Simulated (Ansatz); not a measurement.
# F5H3O2W: the cost of one run

Method: RKS PBE/def2-SVP, in Ansatz 0.2.0.

**1. The structure to begin with**

Bond lengths: W1–F2 2.200 Å, W1–F3 1.850 Å, W1–F4 1.850 Å, W1–O5 1.940 Å, O5–H6 1.010 Å, W1–F7 1.850 Å, W1–F8 1.850 Å, W1–O9 2.240 Å, O9–H10 1.010 Å, W1–H11 2.250 Å. Angles (14 of 30 angles, heavy atoms first): F2–W1–F3 90.0°, F2–W1–F4 90.0°, F2–W1–O5 90.0°, F2–W1–F7 90.0°, F2–W1–F8 180.0°, F2–W1–O9 71.6°, F3–W1–F4 90.0°, F3–W1–O5 180.0°, F3–W1–F7 90.0°, F3–W1–F8 90.0°, F3–W1–O9 48.9°, F4–W1–O5 90.0°, F4–W1–F7 180.0°, F4–W1–F8 90.0°.

Coordinates:

```xyz
11

W     0.0000    0.0000    0.0000
F     0.0000    0.0000    2.2000
F     1.8500    0.0000    0.0000
F     0.0000    1.8500    0.0000
O    -1.9400    0.0000    0.0000
H    -2.2771   -0.1263    0.9437
F     0.0000   -1.8500    0.0000
F     0.0000    0.0000   -1.8500
O     1.4721    1.5335    0.7063
H     2.2027    1.0805    1.2365
H     0.8771    0.9137    1.8599
```

**2. Pulling towards end A**

Springs on the bonds that form and break draw the guess towards this end; the thresholds are loose.

Input file input.yaml:

```yaml
crystal:
  periodic: [false, false, false]
  atoms:
    - { symbol: W, position_ang: [0.0, 0.0, 0.0] }
    - { symbol: F, position_ang: [0.0, 0.0, 2.2] }
    - { symbol: F, position_ang: [1.85, 0.0, 0.0] }
    - { symbol: F, position_ang: [0.0, 1.85, 0.0] }
    - { symbol: O, position_ang: [-1.94, 0.0, 0.0] }
    - { symbol: H, position_ang: [-2.2771, -0.1263, 0.9437] }
    - { symbol: F, position_ang: [0.0, -1.85, 0.0] }
    - { symbol: F, position_ang: [0.0, 0.0, -1.85] }
    - { symbol: O, position_ang: [1.4721, 1.5335, 0.7063] }
    - { symbol: H, position_ang: [2.2027, 1.0805, 1.2365] }
    - { symbol: H, position_ang: [0.8771, 0.9137, 1.8599] }
basis:
  gaussian: { orbitals: def2-SVP }
hamiltonian:
  xc: pbe
relax:
  f_tol: 0.15
  max_steps: 25
  restrain:
    - { distance: [0, 8], at: 3.14, k: 30.0 }
    - { distance: [10, 1], at: 2.12, k: 30.0 }
    - { distance: [0, 1], at: 1.85, k: 30.0 }
    - { distance: [10, 8], at: 1.01, k: 30.0 }
```

On the command line:

```
$ ansatz run input.yaml --threads 4 --pin off --max-ram 5120MiB --backend cpu --events-out ev --progress --plain --runs-dir out
```

What time and memory should one allow on 4 threads of Intel Xeon Platinum 8488C (Sapphire Rapids), shared host?

About 25 s, with a peak of 0.24 GiB.
